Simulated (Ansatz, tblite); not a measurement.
**[(OH)3Hf]2S (H₆Hf₂O₆S): spin-state energies by level**

Is the singlet the ground state of [(OH)3Hf]2S (H₆Hf₂O₆S)? Other spin states are computed and compared level by level.

Program: Ansatz 0.2.0, Gaussian basis. Level of theory: as each input shows. These are calculated values, not measurements.

Plan: triplet, at the geometry of the singlet (GFN1-xTB, GFN2-xTB, PBE0-D4/def2-TZVP, PBE-D4/def2-TZVP, r2SCAN-D4/def2-TZVP); the singlet's energies come from earlier runs.

2 further runs of the same task are left out: 2 set aside as unsound or not needed.

**1. The geometry**

The geometry is that of the singlet, from an earlier relaxation (r2SCAN-D4/def2-SVP).

15 atoms, charge 0, spin multiplicity 1.

Bond lengths: Hf1–O2 1.929 Å, Hf1–O3 1.931 Å, Hf1–O4 2.016 Å, Hf1–S5 2.388 Å, O2–H10 0.958 Å, O3–H11 0.957 Å, O4–Hf6 2.328 Å, O4–H12 0.971 Å, S5–Hf6 2.571 Å, Hf6–O7 1.930 Å, Hf6–O8 1.941 Å, Hf6–O9 1.998 Å, O7–H13 0.957 Å, O8–H14 0.959 Å, O9–H15 0.964 Å. Angles: O2–Hf1–O3 113.3°, O2–Hf1–O4 112.1°, O2–Hf1–S5 113.4°, O3–Hf1–O4 113.5°, O3–Hf1–S5 113.2°, O4–Hf1–S5 89.3°, Hf1–O2–H10 168.1°, Hf1–O3–H11 168.8°, Hf1–O4–Hf6 104.4°, Hf1–O4–H12 138.1°, Hf6–O4–H12 100.6°, Hf1–S5–Hf6 87.7°, O4–Hf6–S5 78.5°, O4–Hf6–O7 163.4°, O4–Hf6–O8 92.2°, O4–Hf6–O9 73.2°, S5–Hf6–O7 95.7°, S5–Hf6–O8 113.7° and more.

Geometry (Å):

```xyz
15

Hf   -0.4132    1.3511   -1.4494
O    -1.4124    2.9579   -1.0741
O    -0.1716    1.0265   -3.3374
O    -1.1359   -0.2422   -0.4469
S     1.6133    1.1820   -0.1977
Hf    0.5969   -0.8672    0.9767
O     1.8797   -0.9174    2.4177
O     0.8795   -2.5337    0.0230
O    -1.0793   -0.8845    2.0644
H    -1.7296    3.8366   -0.8630
H     0.1211    0.8129   -4.2236
H    -1.9064   -0.4616    0.1019
H     2.5716   -0.7276    3.0512
H     1.3180   -3.3847   -0.0329
H    -1.1314   -1.1479    2.9900
```

Hf takes a core potential in the def2 sets. No spin-orbit coupling is included.

**2. Triplet at the fixed geometry, GFN1-xTB**

Tight binding, by tblite at 300 K electronic temperature and without a spin-polarisation term:

```python
tblite.interface.Calculator('GFN1-xTB', numbers, positions, charge=0, uhf=2).singlepoint()
```

Energy -1023.6172 eV; 0.021 s.

**3. Triplet at the fixed geometry, GFN2-xTB**

Tight binding, by tblite at 300 K electronic temperature and without a spin-polarisation term:

```python
tblite.interface.Calculator('GFN2-xTB', numbers, positions, charge=0, uhf=2).singlepoint()
```

Energy -919.4334 eV; 0.03 s.

**4. Triplet at the fixed geometry, PBE0-D4/def2-TZVP**

Contents of in.yaml:

```yaml
crystal:
  periodic: [false, false, false]
  atoms:
    - {symbol: Hf, position_ang: [-0.413229, 1.351131, -1.449380]}
    - {symbol: O, position_ang: [-1.412404, 2.957868, -1.074075]}
    - {symbol: O, position_ang: [-0.171639, 1.026477, -3.337387]}
    - {symbol: O, position_ang: [-1.135911, -0.242250, -0.446908]}
    - {symbol: S, position_ang: [1.613253, 1.181971, -0.197652]}
    - {symbol: Hf, position_ang: [0.596863, -0.867210, 0.976665]}
    - {symbol: O, position_ang: [1.879662, -0.917419, 2.417672]}
    - {symbol: O, position_ang: [0.879456, -2.533688, 0.022995]}
    - {symbol: O, position_ang: [-1.079259, -0.884543, 2.064419]}
    - {symbol: H, position_ang: [-1.729624, 3.836551, -0.862963]}
    - {symbol: H, position_ang: [0.121057, 0.812947, -4.223602]}
    - {symbol: H, position_ang: [-1.906404, -0.461580, 0.101897]}
    - {symbol: H, position_ang: [2.571625, -0.727632, 3.051248]}
    - {symbol: H, position_ang: [1.317977, -3.384715, -0.032934]}
    - {symbol: H, position_ang: [-1.131426, -1.147897, 2.989985]}
basis:
  gaussian: {orbitals: def2-TZVP}
magnetization: {spin_polarized: true, initial_magnetization: 2}
hamiltonian: {xc: pbe0, dispersion: d4}
scf: {omitted_lower_state_checks: [starts]}
output: {orbitals: {seedname: orbitals}}
```

Command:

```console
ansatz run in.yaml --threads 2 --pin off --events-out ev --progress --plain --max-ram 32768MiB --backend cuda --devices 0, --max-vram 18GiB
```

Log:

```text
Functional definition: PBE0
  name "PBE0"
  cite "Adamo & Barone, J. Chem. Phys. 110, 6158 (1999) doi:10.1063/1.478522"
  cite "Perdew, Burke & Ernzerhof, Phys. Rev. Lett. 77, 3865 (1996) doi:10.1103/PhysRevLett.77.3865"
  parent pbe
  parameter a = 0.25
  parameter kappa = 0.804
  parameter beta = 0.06672455060314922
  exchange = (1 - a)*pbe_x(kappa = kappa, mu = beta*pi^2/3) + a*exact_x
  correlation = pbe_c(beta = beta)
these checks for a lower state are left out or cut short: starts
2227 factors; their error is unknown
mean field evaluation 1: about -25796.6314 eV, gradient 9.7e1 eV
mean field evaluation 2: about -25662.2754 eV, gradient 2.0e2 eV
mean field evaluation 4: about -25826.0256 eV, gradient 1.4e1 eV
mean field evaluation 8: about -25826.9464 eV, gradient 3.2e-1 eV
mean field evaluation 16: about -25827.0172 eV, gradient 1.5e-2 eV
mean field evaluation 32: about -25827.0173 eV, gradient 8.9e-5 eV
mean field -25827.01726893 eV, -949.1253784520 hartree, gradient 2.3e-5 eV, S^2 2.006473; 0 other end points of the search recorded, 0 dependent functions left out
reference -25827.01733213 eV, -949.1253807747 hartree; 48, 46 occupied and 291, 293 virtual orbitals, 2227 factors
Total energy: -25827.36438125 eV, -949.1381345946 hartree
Checks for a lower state left out: starts
```

It took 12 s on 1 × H100 (card shared with other runs) with 2 threads of AMD EPYC 7R13, shared host; peak host memory 1 GiB.

Report: HOMO -2.49 eV, LUMO -5.49 eV (over both spins; with the spin held, an empty level of the minority spin lies below the top filled one); ⟨S²⟩ 2.006 (pure: 2.00).

**5. Triplet at the fixed geometry, PBE-D4/def2-TZVP**

start.molden holds the orbitals of an earlier run on this state, given as this run's starting guess.

Changes to in.yaml since step 4:

```diff
@@ -19,5 +19,5 @@
 basis:
-  gaussian: {orbitals: def2-TZVP}
+  gaussian: {orbitals: def2-TZVP, initial_orbitals: start.molden}
 magnetization: {spin_polarized: true, initial_magnetization: 2}
-hamiltonian: {xc: pbe0, dispersion: d4}
+hamiltonian: {xc: pbe, dispersion: d4}
 scf: {omitted_lower_state_checks: [starts]}
```

Same command.

Log:

```text
Functional definition: PBE
  name "PBE"
  cite "Perdew, Burke & Ernzerhof, Phys. Rev. Lett. 77, 3865 (1996) doi:10.1103/PhysRevLett.77.3865"
  parent pbe
  parameter kappa = 0.804
  parameter beta = 0.06672455060314922
  exchange = pbe_x(kappa = kappa, mu = beta*pi^2/3)
  correlation = pbe_c(beta = beta)
these checks for a lower state are left out or cut short: starts
2121 factors; their error is unknown
mean field evaluation 1: about -25828.0818 eV, gradient 1.1e1 eV
mean field evaluation 2: about -25828.4319 eV, gradient 5.3e-1 eV
mean field evaluation 4: about -25828.4288 eV, gradient 3.2e-1 eV
mean field evaluation 8: about -25828.4293 eV, gradient 1.0e-4 eV
mean field -25828.42925420 eV, -949.1772679535 hartree, gradient 1.8e-5 eV, S^2 2.003829; 0 other end points of the search recorded, 0 dependent functions left out
reference -25828.42934609 eV, -949.1772713305 hartree; 48, 46 occupied and 291, 293 virtual orbitals, 2121 factors
Total energy: -25828.82302154 eV, -949.1917386366 hartree
Checks for a lower state left out: starts
```

It took 8 s on 1 × H100 (card shared with other runs) with 2 threads of AMD EPYC 7R13, shared host; peak host memory 0.94 GiB.

From the report: HOMO -1.70 eV, LUMO -6.34 eV (over both spins; with the spin held, an empty level of the minority spin lies below the top filled one); ⟨S²⟩ 2.004 (pure: 2.00).

**6. Triplet at the fixed geometry, r2SCAN-D4/def2-TZVP**

Changes to in.yaml since step 5:

```diff
@@ -21,3 +21,3 @@
 magnetization: {spin_polarized: true, initial_magnetization: 2}
-hamiltonian: {xc: pbe, dispersion: d4}
+hamiltonian: {xc: r2scan, dispersion: d4}
 scf: {omitted_lower_state_checks: [starts]}
```

Same command.

Log:

```text
Functional definition: r2SCAN
  name "r2SCAN"
  cite "Furness, Kaplan, Ning, Perdew & Sun, J. Phys. Chem. Lett. 11, 8208 (2020) doi:10.1021/acs.jpclett.0c02405"
  cite "Furness, Kaplan, Ning, Perdew & Sun, J. Phys. Chem. Lett. 11, 9248 (2020) doi:10.1021/acs.jpclett.0c03077"
  parent r2scan
  parameter k0 = 0.174
  parameter k1 = 0.065
  parameter a1 = 4.9479
  exchange = r2scan_x(k0 = k0, k1 = k1, a1 = a1)
  correlation = r2scan_c
these checks for a lower state are left out or cut short: starts
2121 factors; their error is unknown
mean field evaluation 1: about -25839.5372 eV, gradient 6.0e0 eV
mean field evaluation 2: about -25839.6390 eV, gradient 1.9e-1 eV
mean field evaluation 4: about -25839.6189 eV, gradient 1.8e-2 eV
mean field evaluation 8: about -25839.6189 eV, gradient 2.6e-5 eV
mean field -25839.61886478 eV, -949.5884785581 hartree, gradient 1.9e-5 eV, S^2 2.008333; 0 other end points of the search recorded, 0 dependent functions left out
reference -25839.61889726 eV, -949.5884797516 hartree; 48, 46 occupied and 291, 293 virtual orbitals, 2121 factors
Total energy: -25839.72619138 eV, -949.5924227376 hartree
Checks for a lower state left out: starts
```

Wall time 11 s (1 × H100 (card shared with other runs) with 2 threads of AMD EPYC 7R13, shared host); peak host memory 1.1 GiB.

Report: HOMO -1.79 eV, LUMO -6.19 eV (over both spins; with the spin held, an empty level of the minority spin lies below the top filled one); ⟨S²⟩ 2.008 (pure: 2.00).

**7. Triplet less singlet, vertical**

The singlet's energies are those of its earlier runs, whose logs aren't repeated here.

| level | triplet less singlet, vertical (kcal/mol) | time |
| --- | --- | --- |
| GFN1-xTB | +79.1 | 0.038 s |
| GFN2-xTB | +71.1 | 0.046 s |
| PBE-D4/def2-TZVP | +101.8 | 20 s |
| r2SCAN-D4/def2-TZVP | +105.7 | 21 s |
| PBE0-D4/def2-TZVP | +105.5 | 23 s |

Times add the two runs; a level without a time comes out of a correlated run. Tight binding without a spin term can't rank spin states.

**8. What came out**

| quantity | value |
| --- | --- |
| triplet less singlet, vertical, functionals in def2-TZVP | +101.8 (PBE-D4) to +105.7 kcal/mol (r2SCAN-D4) |

What this shows: All functionals put the triplet above the singlet, over a spread of 3.9 kcal/mol. The checks for a lower triplet were left out, so another state of that spin may lie lower. The singlet here is a closed shell; an open-shell singlet can lie lower. These are electronic energies, without zero-point motion, entropy or surroundings. Spin-orbit coupling is left out too; for so heavy a metal it can shift spin gaps by tenths of an eV.
